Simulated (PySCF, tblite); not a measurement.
# 1-hydroxybenzo[d][1,2,3]diazaborinine-2(1H)-carboxamide (1) (C8H8BN3O2): geometry, infrared bands, NMR shifts, spin-spin couplings and electronic excitations

Wanted: the infrared bands, NMR shifts, spin-spin couplings and electronic excitations of 1-hydroxybenzo[d][1,2,3]diazaborinine-2(1H)-carboxamide (1) (C8H8BN3O2) (`NC(=O)N1N=Cc2ccccc2B1O`), by calculation.

Programs: tblite 0.8.0 and PySCF 2.14.0, with density-fitted response routines of our own. Each step states its level of theory. These are calculated values for one molecule in the gas phase, unless marked as measured. Atoms count from 0, in the outputs and in this text.

## (1) The starting structure

22 atoms, charge 0, multiplicity 1; geometry from: force field or distance geometry start.

Bonds of the start (Å): N0–C1 1.44, C1–O2 1.27, C1–N3 1.44, N3–N4 1.40, N4–C5 1.31, C5–C6 1.48, C6–C7 1.40, C7–C8 1.40, C8–C9 1.40, C9–C10 1.40, C10–C11 1.40, C11–B12 1.55, B12–O13 1.47, B12–N3 1.54, C11–C6 1.41, N0–H14 1.06, N0–H15 1.03, C5–H16 1.09, C7–H17 1.07, C8–H18 1.09, C9–H19 1.07, C10–H20 1.07, O13–H21 0.99.

## (2) Relaxing the molecule with GFN2-xTB

Job settings and geometry (Å):

```
{"job": {"kind": "relax", "xc": "GFN2-xTB", "basis": "xTB"}, "charge": 0, "multiplicity": 1}
N      4.199900     0.082100    -0.472500
C      3.045500    -0.769900    -0.540200
O      3.238500    -2.017100    -0.677900
N      1.719000    -0.226300    -0.429300
N      1.551500     1.158800    -0.264600
C      0.390200     1.754100    -0.171600
C     -0.885500     1.007400    -0.203200
C     -2.097000     1.699100    -0.082000
C     -3.309800     0.992800    -0.112400
C     -3.325200    -0.395800    -0.249400
C     -2.118800    -1.095100    -0.369100
C     -0.903500    -0.399100    -0.338900
B      0.466900    -1.124800    -0.452300
O      0.562400    -2.579500    -0.614800
H      4.089100     1.124700    -0.344000
H      5.149500    -0.314400    -0.541100
H      0.376000     2.834600    -0.055000
H     -2.116800     2.766400     0.023200
H     -4.250600     1.536900    -0.019900
H     -4.255600    -0.929600    -0.268200
H     -2.138700    -2.164500    -0.471100
H      0.602400    -2.921400     0.316500
```

Launch:

```bash
> OMP_NUM_THREADS=1 python probes_run.py task.json out
```

One launch serves the whole session: the jobs run in the order shown.

**Question.** This job is followed by: GFN2-xTB harmonic vibrations, gas phase; PBE0-D3(BJ)/def2-SVP geometry optimisation, gas phase; GIAO PBE0/pcSseg-1 NMR shielding, non-relativistic, gas phase; B3LYP/pcJ-1 indirect spin-spin coupling, non-relativistic, gas phase; TDDFT CAM-B3LYP/def2-SVPD, vertical, gas phase, core orbitals frozen in the response; GIAO CAM-B3LYP/pcSseg-1 NMR shielding, non-relativistic, gas phase. What will the session give for the following? strongest single infrared mode (GFN2-xTB); zero-point energy (GFN2-xTB); point group; rotational constants (main isotopes); 13C shifts against TMS (PBE0/pcSseg-1); 1H shifts against TMS (PBE0/pcSseg-1, means over atoms taken as alike); 15N shifts against NH3 (PBE0/pcSseg-1); 17O shifts against H2O (PBE0/pcSseg-1); 11B shifts against BF3·OEt2 (PBE0/pcSseg-1); surface potential, 1st and 99th percentile; largest coupling of the table (B3LYP/pcJ-1); lowest singlet (CAM-B3LYP/def2-SVPD); brightest single state of those computed; lowest triplet; range of the shift of N4.

**Answer**, as computed:

```
                                                              quantity                                                       value
                             strongest single infrared mode (GFN2-xTB)                                       1410 cm⁻¹, 691 km/mol
                                          zero-point energy (GFN2-xTB)                                               99.5 kcal/mol
                                                           point group                                                          Cs
                                  rotational constants (main isotopes)                                        1.68, 0.48, 0.37 GHz
                                13C shifts against TMS (PBE0/pcSseg-1)  164.3, 143.9, 139.3, 138.5, 137.3, 136.3, 135.6, 132.4 ppm
1H shifts against TMS (PBE0/pcSseg-1, means over atoms taken as alike)               10.58, 8.57, 7.82, 7.79, 7.74, 7.63, 5.89 ppm
                                15N shifts against NH3 (PBE0/pcSseg-1)                                      342.3, 211.3, 95.6 ppm
                                17O shifts against H2O (PBE0/pcSseg-1)                                            291.9, 132.8 ppm
                           11B shifts against BF3·OEt2 (PBE0/pcSseg-1)                                                    27.0 ppm
                                 surface potential, 1st and 99th percentile                                          -1.54 V and 1.83 V
                           largest coupling of the table (B3LYP/pcJ-1)                                    1J(C,H) C5–H16, 188.2 Hz
                                  lowest singlet (CAM-B3LYP/def2-SVPD)                                 4.76 eV (261 nm), f = 0.201
                              brightest single state of those computed                                 state 5, 6.07 eV, f = 0.464
                                                        lowest triplet                                                     3.29 eV
                                              range of the shift of N4                                          342.3 to 351.6 ppm
```

**Reading.** Over 73 steps the energy fell by 1.915 eV; of the close pairs, B12–O13 changed most, 1.467 to 1.331 Å (GFN2-xTB). All 60 modes are real, so the xTB geometry is a minimum. The strongest single mode, at 1410 cm⁻¹, moves mainly N0, H14 and C1. Unscaled tight-binding wavenumbers are off by several per cent, some by more. Its intensities can rank the bands wrongly. Over 15 steps the energy fell by 0.234 eV; of the close pairs, C1–N3 changed most, 1.368 to 1.411 Å (PBE0/def2-SVP). At PBE0/pcSseg-1: Shielding is most anisotropic at N4 (span 532 ppm, paramagnetic term -400 ppm). NICS(1)zz of -29 ppm above the planar ring from C6 marks a diatropic (aromatic) ring current. By nearest atom (PBE0/pcSseg-1), the HOMO sits on N3, N4 about 16 % each; C5, C9 about 11 % each and the LUMO on N4 19 %; 4 C atoms about 12 % each. Of the pairs tabulated at B3LYP/pcJ-1, C5–H16 couples most strongly (188.2 Hz; Fermi contact 187.4 Hz). The first singlet state (HOMO→LUMO 0.65, HOMO→LUMO+1 0.14) lies at 4.76 eV and is bright; of the 10 states computed, the strongest absorption comes from state 5 at 6.07 eV. The lowest triplet lies 1.47 eV below the lowest singlet (triplets in Tamm-Dancoff, singlets in full TDDFT). In ppm, N4 moves most: its shift spreads over 9.3 ppm, from 342.3 (PBE0/pcSseg-1) to 351.6 (CAM-B3LYP/pcSseg-1).
